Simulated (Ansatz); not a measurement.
**TaSi+ (quintet): wave-function methods side by side, def2-QZVPP**

The task here is to estimate one member of a computed series from the others.

Computed with Ansatz 0.2.0, Gaussian basis. Level: def2-QZVPP, core rule «outside noble gas», up to 9 orbitals frozen.

To be run: UHF; ROHF; CCSD(T) on UHF.

### What is computed

The geometry is a PBE0/def2-TZVP stationary point (not a proven minimum) of the parent state, kept for this charge and spin. No spin-orbit coupling is included. Elements past krypton take def2 core potentials.

2 atoms, charge 1, spin multiplicity 5.

Atoms are counted from 1 here; the program's logs count them from 0.

Bond lengths: Ta1–Si2 2.341 Å.

Set-up of the first run:

in.yaml reads:

```yaml
crystal:
  periodic: [false, false, false]
  atoms:
    - {symbol: Ta, position_ang: [0.000000, 0.000000, 0.000000]}
    - {symbol: Si, position_ang: [0.000000, 0.000000, 2.341200]}
basis:
  gaussian: {orbitals: "def2-QZVPP.json"}
total_charge: 1
magnetization: {spin_polarized: true, initial_magnetization: 4}
hamiltonian: {xc: hf}
output: {orbitals: {seedname: orbitals}}
```

Run with:

```
ansatz run in.yaml --threads 1 --pin off --events-out ev --progress --plain --max-ram 2816MiB --backend cpu
```

Steps of the session up to this table: UHF; ROHF; CCSD(T) on UHF.

One of the session's tables, all rows but one given; the rest of the session is left out.

| method | from UCCSD(T) (kJ/mol) |
| --- | --- |
| ROHF | +532.7 |
| UMP2 | ? |
| UCCSD | +34.4 |
| UCCSD(T) | 0 |

Estimate the missing values for UMP2.

The run gave: from UCCSD(T) (kJ/mol): +82.1. In the column «from UCCSD(T) (kJ/mol)» it lies between UCCSD (+34.4) and ROHF (+532.7).

Left out of the table: UHF (another determinant or state than the rows shown).

To keep in mind: The determinant of HF (⟨S²⟩ 6.57) is far from a pure spin state, so its energy mixes those of several spin states; that is harmless only where they are near-degenerate. Warnings: spin contamination; coupled cluster took another determinant than the lowest.
